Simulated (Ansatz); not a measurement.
# CH₄AlNS: basis-set convergence

How large a basis does CH₄AlNS need? Two functionals are run in growing sets.

Method: one geometry, several basis sets; program: Ansatz 0.2.0, Gaussian basis.

Levels to be run: PBE0-D4/def2-SVP; ωB97M-V/def2-SVP; PBE0-D4/def2-QZVPP; ωB97M-V/def2-QZVPP; the functionals' def2-TZVPP values are taken from earlier runs.

### 1 The relaxed structure

An earlier PBE0-D4 in a triple-zeta def2 set relaxation fixed the geometry.

8 atoms, charge 0, spin multiplicity 1.

Atoms are counted from 1 here; the program's logs count them from 0.

Bond lengths: N1–C2 1.310 Å, N1–H5 1.006 Å, N1–H6 1.012 Å, C2–Al3 1.971 Å, C2–S4 1.685 Å, Al3–S4 2.348 Å, Al3–H7 1.585 Å, Al3–H8 1.585 Å. Angles: C2–N1–H5 120.4°, C2–N1–H6 122.0°, H5–N1–H6 117.6°, N1–C2–Al3 155.6°, N1–C2–S4 125.0°, Al3–C2–S4 79.5°, C2–Al3–S4 44.9°, C2–Al3–H7 116.6°, C2–Al3–H8 116.8°, S4–Al3–H7 115.1°, S4–Al3–H8 115.1°, H7–Al3–H8 123.5°, C2–S4–Al3 55.6°.

### 2 PBE0-D4 in def2-SVP

Input file in.yaml:

```yaml
crystal:
  periodic: [false, false, false]
  atoms:
    - {symbol: N, position_ang: [-0.412123, 1.551320, -0.290959]}
    - {symbol: C, position_ang: [-0.275004, 0.279356, -0.011223]}
    - {symbol: Al, position_ang: [0.703781, -1.420486, 0.177623]}
    - {symbol: S, position_ang: [-1.512021, -0.729355, 0.528970]}
    - {symbol: H, position_ang: [0.375957, 2.090319, -0.609221]}
    - {symbol: H, position_ang: [-1.299894, 2.028892, -0.197866]}
    - {symbol: H, position_ang: [1.567734, -1.600397, 1.494076]}
    - {symbol: H, position_ang: [0.943869, -2.256650, -1.147100]}
basis:
  gaussian: {orbitals: def2-SVP}
hamiltonian: {xc: pbe0, dispersion: d4}
output: {orbitals: {seedname: orbitals}}
```

Launch:

```
$ ansatz run in.yaml --threads 2 --pin off --events-out ev --progress --plain --max-ram 4352MiB
```

Log:

```text
Functional definition: PBE0
  name "PBE0"
  cite "Adamo & Barone, J. Chem. Phys. 110, 6158 (1999) doi:10.1063/1.478522"
  cite "Perdew, Burke & Ernzerhof, Phys. Rev. Lett. 77, 3865 (1996) doi:10.1103/PhysRevLett.77.3865"
  parent pbe
  parameter a = 0.25
  parameter kappa = 0.804
  parameter beta = 0.06672455060314922
  exchange = (1 - a)*pbe_x(kappa = kappa, mu = beta*pi^2/3) + a*exact_x
  correlation = pbe_c(beta = beta)
811 factors; integrals over basis functions are off by at most 1.2e-3 eV
mean field evaluation 1: about -20003.2127 eV, gradient 4.2e1 eV
mean field evaluation 2: about -19998.5957 eV, gradient 5.9e1 eV
mean field evaluation 4: about -20007.1112 eV, gradient 2.6e0 eV
mean field evaluation 8: about -20007.2716 eV, gradient 1.3e-1 eV
mean field evaluation 16: about -20007.2717 eV, gradient 5.0e-5 eV
mean field -20007.27166404 eV, -735.2536722377 hartree, gradient 5.1e-5 eV, S^2 0.000000; 0 other end points of the search recorded, 0 dependent functions left out
reference -20007.27169252 eV, -735.2536732843 hartree; 23, 23 occupied and 61, 61 virtual orbitals, 811 factors
Total energy: -20007.42196064 eV, -735.2591955359 hartree
```

Run time: 1.4 s. Hardware: 2 threads of Arm Neoverse V1, shared host.

### 3 ωB97M-V in def2-SVP

Edit in.yaml of step 2 so:

```diff
@@ -13,3 +13,3 @@
   gaussian: {orbitals: def2-SVP}
-hamiltonian: {xc: pbe0, dispersion: d4}
+hamiltonian: {xc: {name: wB97M-V}}
 output: {orbitals: {seedname: orbitals}}
```

Launched as before.

Log (excerpt; [...] marks lines left out):

```text
Functional definition: wB97M-V
  name "wB97M-V"
  cite "Mardirossian & Head-Gordon, J. Chem. Phys. 144, 214110 (2016) doi:10.1063/1.4952647"
  cite "Becke, J. Chem. Phys. 107, 8554 (1997) doi:10.1063/1.475007"
  cite "Vydrov & Van Voorhis, J. Chem. Phys. 133, 244103 (2010) doi:10.1063/1.3521275"
  # Of w^i u^j: cxij and so on, Table III.
[...]
  gx(w, u) = 1 - cx + cx01*u + cx10*w
  gss(w, u) = css00 + css04*u^4 + css10*w + css20*w^2 + css43*w^4*u^3
  gos(w, u) = cos00 + cos10*w + (cos20 + cos21*u)*w^2 + (cos60 + cos61*u)*w^6
[...]
      + integral(e_c_pw_mod_opposite_spin*gos(b97_w_opposite, b97_u_opposite)) + vv10(b, c)
811 factors; integrals over basis functions are off by at most 1.2e-3 eV
255 factors; integrals over basis functions are off by at most 1.0e-5 eV
[...]
mean field -20015.00837395 eV, -735.5379910827 hartree, gradient 3.9e-5 eV, S^2 0.000000; 0 other end points of the search recorded, 0 dependent functions left out
reference -20015.00841969 eV, -735.5379927635 hartree; 23, 23 occupied and 61, 61 virtual orbitals, 811 factors
Total energy: -20015.00841969 eV, -735.5379927635 hartree
```

It took 6.5 s on 2 threads of Arm Neoverse V1, shared host.

### 4 PBE0-D4 in def2-QZVPP

Edit in.yaml of step 3 so:

```diff
@@ -12,4 +12,4 @@
 basis:
-  gaussian: {orbitals: def2-SVP}
-hamiltonian: {xc: {name: wB97M-V}}
+  gaussian: {orbitals: "def2-QZVPP.json"}
+hamiltonian: {xc: pbe0, dispersion: d4}
 output: {orbitals: {seedname: orbitals}}
```

The command is unchanged.

Log:

```text
Functional definition: PBE0
  name "PBE0"
  cite "Adamo & Barone, J. Chem. Phys. 110, 6158 (1999) doi:10.1063/1.478522"
  cite "Perdew, Burke & Ernzerhof, Phys. Rev. Lett. 77, 3865 (1996) doi:10.1103/PhysRevLett.77.3865"
  parent pbe
  parameter a = 0.25
  parameter kappa = 0.804
  parameter beta = 0.06672455060314922
  exchange = (1 - a)*pbe_x(kappa = kappa, mu = beta*pi^2/3) + a*exact_x
  correlation = pbe_c(beta = beta)
1375 factors; their error is unknown
mean field evaluation 1: about -20009.4838 eV, gradient 5.9e1 eV
mean field evaluation 2: about -19997.1734 eV, gradient 9.0e1 eV
mean field evaluation 4: about -20016.8290 eV, gradient 5.8e0 eV
mean field evaluation 8: about -20016.9104 eV, gradient 1.5e-1 eV
mean field evaluation 16: about -20016.9297 eV, gradient 8.0e-5 eV
mean field -20016.92970864 eV, -735.6085988301 hartree, gradient 8.0e-5 eV, S^2 0.000000; 0 other end points of the search recorded, 0 dependent functions left out
reference -20016.92974967 eV, -735.6086003381 hartree; 23, 23 occupied and 351, 351 virtual orbitals, 1375 factors
Total energy: -20017.08001779 eV, -735.6141225896 hartree
```

Run time: 9 s. Hardware: 2 threads of Arm Neoverse V1, shared host; peak memory 1.1 GiB.

### 5 ωB97M-V in def2-QZVPP

Edit in.yaml of step 4 so:

```diff
@@ -13,3 +13,3 @@
   gaussian: {orbitals: "def2-QZVPP.json"}
-hamiltonian: {xc: pbe0, dispersion: d4}
+hamiltonian: {xc: {name: wB97M-V}}
 output: {orbitals: {seedname: orbitals}}
```

Same command.

Log (excerpt; [...] marks lines left out):

```text
Functional definition: wB97M-V
  name "wB97M-V"
  cite "Mardirossian & Head-Gordon, J. Chem. Phys. 144, 214110 (2016) doi:10.1063/1.4952647"
  cite "Becke, J. Chem. Phys. 107, 8554 (1997) doi:10.1063/1.475007"
  cite "Vydrov & Van Voorhis, J. Chem. Phys. 133, 244103 (2010) doi:10.1063/1.3521275"
  # Of w^i u^j: cxij and so on, Table III.
[...]
  gx(w, u) = 1 - cx + cx01*u + cx10*w
  gss(w, u) = css00 + css04*u^4 + css10*w + css20*w^2 + css43*w^4*u^3
  gos(w, u) = cos00 + cos10*w + (cos20 + cos21*u)*w^2 + (cos60 + cos61*u)*w^6
[...]
      + integral(e_c_pw_mod_opposite_spin*gos(b97_w_opposite, b97_u_opposite)) + vv10(b, c)
1304 factors; their error is unknown
324 factors; integrals over basis functions are off by at most 1.3e-5 eV
[...]
mean field -20024.70804750 eV, -735.8944475109 hartree, gradient 6.3e-5 eV, S^2 0.000000; 0 other end points of the search recorded, 0 dependent functions left out
reference -20024.70811416 eV, -735.8944499606 hartree; 23, 23 occupied and 351, 351 virtual orbitals, 1304 factors
Total energy: -20024.70811416 eV, -735.8944499606 hartree
```

Run time: 24 s. Hardware: 2 threads of Arm Neoverse V1, shared host; peak memory 1.2 GiB.

### 6 Density functionals: the series

The def2-TZVPP values come from earlier runs at the same geometry.

| functional | basis | functions | energy (eV) | from the largest (eV) | HOMO (eV) | LUMO (eV) |
| --- | --- | --- | --- | --- | --- | --- |
| PBE0-D4 | def2-SVP | 84 | -20007.4220 | 9.658 | -7.11 | -1.20 |
| PBE0-D4 | def2-TZVPP | 202 | -20016.4084 | 0.672 | -7.15 | -1.40 |
| PBE0-D4 | def2-QZVPP | 374 | -20017.0800 | 0.000 | -7.18 | -1.47 |
| ωB97M-V | def2-SVP | 84 | -20015.0084 | 9.700 | -9.20 | 1.09 |
| ωB97M-V | def2-TZVPP | 202 | -20024.0688 | 0.639 | -9.29 | 0.79 |
| ωB97M-V | def2-QZVPP | 374 | -20024.7081 | 0.000 | -9.31 | 0.67 |

### 7 Results

```
                                       quantity          value
PBE0-D4: double and triple zeta above quadruple  9.66, 0.67 eV
ωB97M-V: double and triple zeta above quadruple  9.70, 0.64 eV
```

**Reading.** PBE0-D4 gains 8.99 eV from double to triple zeta, then 0.67 eV more. These are total energies; as a rule much of such shifts cancels in differences, which this series doesn't test.

For PBE0-D4 the largest set took about 7 times as long as the smallest (9 s against 1.4 s).
